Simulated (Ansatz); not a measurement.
# B₂F₄: basis-set convergence

Aim: see how fast density functionals converge with the basis set for B₂F₄.

Program: Ansatz 0.2.0, Gaussian basis. Level of theory: one geometry, several basis sets. These are calculated values, not measurements.

The runs, in order: PBE0-D4/def2-SVP; ωB97M-V/def2-SVP; PBE0-D4/def2-QZVPP; ωB97M-V/def2-QZVPP; the functionals' def2-TZVPP values are taken from earlier runs.

### Step 1. The relaxed structure

The geometry comes from an earlier relaxation with PBE0-D4/def2-TZVP; it is a stationary point.

SMILES `FB(F)B(F)F`, 6 atoms, charge 0, spin multiplicity 1.

Atoms are counted from 1 here; the program's logs count them from 0.

Bond lengths: F1–B2 1.315 Å, B2–F3 1.315 Å, B2–B4 1.729 Å, B4–F5 1.315 Å, B4–F6 1.315 Å. Angles: F1–B2–F3 117.3°, F1–B2–B4 121.3°, F3–B2–B4 121.3°, B2–B4–F5 121.3°, B2–B4–F6 121.3°, F5–B4–F6 117.3°.

### Step 2. PBE0-D4 in def2-SVP

Contents of in.yaml:

```yaml
crystal:
  periodic: [false, false, false]
  atoms:
    - {symbol: F, position_ang: [0.765018, -0.675846, 1.618136]}
    - {symbol: B, position_ang: [0.289071, -0.713932, 0.392576]}
    - {symbol: F, position_ang: [0.270725, -1.882105, -0.211586]}
    - {symbol: B, position_ang: [-0.289083, 0.713934, -0.392576]}
    - {symbol: F, position_ang: [-0.767242, 0.675429, -1.617263]}
    - {symbol: F, position_ang: [-0.268490, 1.882530, 0.210693]}
basis:
  gaussian: {orbitals: def2-SVP}
hamiltonian: {xc: pbe0, dispersion: d4}
output: {orbitals: {seedname: orbitals}}
```

The run is started by

```sh
$ ansatz run in.yaml --threads 4 --pin off --events-out ev --progress --plain --max-ram 10444MiB
```

After this run come: ωB97M-V in def2-SVP; PBE0-D4 in def2-QZVPP; ωB97M-V in def2-QZVPP.

**Question.** What will the summary of the whole plan be? Wanted: PBE0-D4: double and triple zeta above quadruple; ωB97M-V: double and triple zeta above quadruple.

As calculated:

| quantity | value |
| --- | --- |
| PBE0-D4: double and triple zeta above quadruple | 15.42, 0.64 eV |
| ωB97M-V: double and triple zeta above quadruple | 15.62, 0.60 eV |

In words: PBE0-D4 gains 14.78 eV from double to triple zeta, then 0.64 eV more. These are total energies; as a rule much of such shifts cancels in differences, which this series doesn't test.
